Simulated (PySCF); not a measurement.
# C₅H₉FS: circular dichroism and optical rotation

Aim: compute the circular dichroism and optical rotation of C₅H₉FS (`CSC[C@@H]1C[C@@H]1F`).

Programs: PySCF 2.14.0, with routines of our own; each step states its level. All values are computed. Atoms count from 0.

### 1 The system as given

16 atoms, charge 0, multiplicity 1; geometry from: GFN2-xTB.

### 2 Relaxing the molecule at PBE0-D3(BJ)/def2-SVP

The job: settings as JSON, then the geometry in Å.

```
{"job": {"xc": "PBE0", "basis": "def2-SVP", "d3": "d3bj", "grid": 1, "kind": "geom"}, "charge": 0, "multiplicity": 1}
C      2.475233     0.169684    -0.664401
S      1.644650    -1.190429     0.202779
C     -0.038631    -1.027699    -0.492893
C     -0.689792     0.280944    -0.141677
C     -1.017169     0.565062     1.301312
C     -2.115425     0.299008     0.328618
F     -2.782762    -0.885724     0.421795
H      2.298048     0.079996    -1.732380
H      3.534598     0.070768    -0.453796
H      2.112706     1.122185    -0.289089
H      0.031783    -1.158779    -1.573728
H     -0.593498    -1.862225    -0.065995
H     -0.383621     1.118657    -0.756704
H     -0.897092     1.565160     1.686220
H     -0.790140    -0.217002     2.009624
H     -2.796488     1.079340     0.011355
```

On the command line:

```sh
OMP_NUM_THREADS=1 python excited_run.py task.json out
```

One launch serves the whole session: the jobs run in the order shown.

Log:

```text
step   0  E = -693.14163886  max force = 0.012127
step   1  E = -693.14326042  max force = 0.002901
step   2  E = -693.14340019  max force = 0.001219
step   3  E = -693.14344572  max force = 0.000690
step   4  E = -693.14348712  max force = 0.001051
step   5  E = -693.14352812  max force = 0.001217
step   6  E = -693.14356344  max force = 0.000890
step   7  E = -693.14358631  max force = 0.000604
step   8  E = -693.14360052  max force = 0.000626
step   9  E = -693.14360914  max force = 0.000699
step  10  E = -693.14361123  max force = 0.000520
step  11  E = -693.14361139  max force = 0.000255
optimisation converged
```

It took 2.2 min on 1 thread of Arm Neoverse N1, shared host; peak memory 0.63 GiB.

The steps of the relaxation:

| step | energy from step 0 (eV) | largest force component (eV/Å) |
| --- | --- | --- |
| 0 | 0.0000 | 0.6236 |
| 1 | -0.0441 | 0.1492 |
| 2 | -0.0479 | 0.0627 |
| 3 | -0.0492 | 0.0355 |
| 4 | -0.0503 | 0.0540 |
| 5 | -0.0514 | 0.0626 |
| 6 | -0.0524 | 0.0458 |
| 7 | -0.0530 | 0.0311 |
| 8 | -0.0534 | 0.0322 |
| 9 | -0.0536 | 0.0359 |
| 10 | -0.0537 | 0.0267 |
| 11 | -0.0537 | 0.0131 |

Distances of close pairs at the start and the end, largest changes first:

| bond | before (Å) | after (Å) | change (Å) |
| --- | --- | --- | --- |
| S1–C2 | 1.829 | 1.813 | -0.015 |
| C0–H7 | 1.086 | 1.101 | +0.015 |
| C4–H14 | 1.079 | 1.094 | +0.015 |
| C4–H13 | 1.078 | 1.093 | +0.014 |
| C0–H9 | 1.086 | 1.100 | +0.014 |
| C0–H8 | 1.085 | 1.099 | +0.014 |
| C5–H15 | 1.083 | 1.095 | +0.012 |
| C3–H12 | 1.083 | 1.095 | +0.011 |

The next job starts from the end point, and lists it.

| at the end point | value |
| --- | --- |
| point group (found at 0.08 Å tolerance) | C1 |
| rotational constants (GHz, main isotopes) | 4.866, 1.124, 1.038 |
| dipole moment (D) | 2.61 |

### 3 Circular dichroism and optical rotation: TDDFT BHandHLYP/def2-SVPD

The job: settings as JSON, then the geometry in Å.

```
{"job": {"kind": "ecd", "xc": "BHandHLYP", "basis": "def2-SVPD", "nstates": 16}, "charge": 0, "multiplicity": 1}
C      2.493238     0.383970    -0.471159
S      1.706758    -1.094391     0.197166
C      0.090776    -0.997371    -0.619574
C     -0.710904     0.241741    -0.314069
C     -1.168356     0.500538     1.101771
C     -2.152064     0.095284     0.066235
F     -2.662758    -1.161737     0.131831
H      2.530430     0.358536    -1.571388
H      3.523169     0.398341    -0.088212
H      1.985950     1.302274    -0.138883
H      0.222405    -1.107732    -1.708263
H     -0.451609    -1.889507    -0.272428
H     -0.467654     1.119743    -0.921121
H     -1.187792     1.524320     1.483407
H     -0.888657    -0.260141     1.836525
H     -2.890819     0.809561    -0.311938
```

Level: TDDFT BHandHLYP/def2-SVPD circular dichroism and optical rotation, one conformer, gas phase.

Log:

```text
coarse grid: 13720 points
cycle   1  E = -693.3420133213  dE =  9.687e-01  |g| = 4.647e-01  |ddm| = 5.733e+00
cycle   2  E = -693.3590913417  dE = -1.708e-02  |g| = 4.475e-01  |ddm| = 1.239e+00
cycle   3  E = -693.3927064101  dE = -3.362e-02  |g| = 5.437e-02  |ddm| = 5.221e-01
cycle   4  E = -693.3932286446  dE = -5.222e-04  |g| = 2.129e-02  |ddm| = 1.042e-01
cycle   5  E = -693.3933342793  dE = -1.056e-04  |g| = 4.919e-03  |ddm| = 4.573e-02
cycle   6  E = -693.3933403208  dE = -6.041e-06  |g| = 8.242e-04  |ddm| = 1.306e-02
final grid: 127744 points
cycle   7  E = -693.4500091132  dE = -2.070e-05  |g| = 2.795e-03  |ddm| = 9.087e-02
cycle   8  E = -693.4500093324  dE = -2.192e-07  |g| = 2.825e-03  |ddm| = 1.143e-02
cycle   9  E = -693.4500111159  dE = -1.784e-06  |g| = 2.416e-04  |ddm| = 4.190e-03
cycle  10  E = -693.4500111259  dE = -9.987e-09  |g| = 1.371e-04  |ddm| = 6.356e-04
cycle  11  E = -693.4500111299  dE = -3.973e-09  |g| = 1.772e-05  |ddm| = 2.463e-04
cycle  12  E = -693.4500111300  dE = -1.014e-10  |g| = 5.881e-06  |ddm| = 5.717e-05
converged SCF energy = -693.4500111300

Singlet excitations and rotatory strengths (1e-40 esu^2 cm^2)
state   eV       nm     f(len)   f(vel)    R(len)    R(vel)   main configurations
  1   5.6690   218.7  0.00017  0.00008    -2.572    -2.087   H->L+1 0.41, H->L 0.33
  2   6.3826   194.3  0.02688  0.02630    -2.887    -2.407   H->L+2 0.51, H->L 0.26, H->L+3 0.14
  3   6.5259   190.0  0.01619  0.02121     4.082     5.002   H->L+2 0.31, H->L 0.30, H->L+1 0.24
  4   7.1699   172.9  0.04138  0.04244    -1.291    -1.938   H->L+3 0.67, H->L+6 0.11
  5   7.4461   166.5  0.00810  0.00717     1.100     1.005   H->L+5 0.21, H->L+8 0.21, H->L+1 0.20
  6   7.6918   161.2  0.00057  0.00042     0.725     0.610   H->L+7 0.30, H->L+4 0.28, H->L+8 0.10
  7   7.6999   161.0  0.00501  0.00470     4.005     4.294   H->L+6 0.23, H->L+4 0.23, H->L+5 0.19
  8   7.9460   156.0  0.01308  0.01273    -1.893    -2.228   H-1->L 0.57, H->L+6 0.11, H-1->L+1 0.11
  9   8.0220   154.6  0.00584  0.00607    -4.147    -4.776   H->L+6 0.38, H->L+5 0.15, H-1->L 0.11
 10   8.1926   151.3  0.04137  0.04365   -51.670   -54.300   H-1->L+1 0.42, H-1->L 0.10
 11   8.2407   150.5  0.04854  0.04837   -46.795   -47.282   H->L+8 0.27, H->L+7 0.20, H->L+5 0.11
 12   8.3342   148.8  0.03895  0.03866    -8.696    -8.615   H-2->L 0.38, H-2->L+1 0.23, H-1->L+1 0.12
 13   8.5416   145.2  0.07784  0.08029    35.556    36.364   H-1->L+2 0.83
 14   8.6028   144.1  0.00825  0.00824     3.281     4.246   H->L+9 0.79
 15   8.6678   143.0  0.06919  0.07296     9.297    10.238   H->L+11 0.48, H->L+7 0.13, H->L+10 0.08
 16   8.8161   140.6  0.00638  0.00643    -1.843    -1.900   H-1->L+3 0.54, H->L+10 0.10

Specific rotation (deg / (dm g/mL))
    nm     length   length(OI)   velocity    alpha(len)  alpha(vel)
  633.0    -397.49    -398.27    -394.68       80.097     80.659
  589.3    -464.89    -465.80    -461.53       80.366     80.933
  546.0    -550.80    -551.87    -546.70       80.703     81.276
  436.0    -926.30    -928.03    -918.45       82.103     82.704
  405.0   -1108.09   -1110.13   -1098.10       82.743     83.357
  365.0   -1441.45   -1444.04   -1426.90       83.863     84.500
  355.0   -1550.22   -1552.98   -1533.99       84.214     84.859
```

It took 2.3 min on 1 thread of Arm Neoverse N1, shared host; peak memory 0.97 GiB.

### 4 Results

| quantity | value |
| --- | --- |
| point group | C1 |
| rotational constants (main isotopes) | 4.87, 1.12, 1.04 GHz |
| state of largest rotatory strength (velocity form) among 16 (step 3, TDDFT BHandHLYP/def2-SVPD) | 8.19 eV, R = -54.3 (velocity), -51.7 (length) ·10⁻⁴⁰ esu² cm² |
| specific rotation at 633.0 nm (step 3, TDDFT BHandHLYP/def2-SVPD) | -394.7 (velocity), -397.5 (length) |

**Reading.** Relaxing lowered the energy by 0.054 eV in 11 steps; the close pair that moved most is S1–C2, from 1.829 to 1.813 Å. Rotations belong to one conformer.
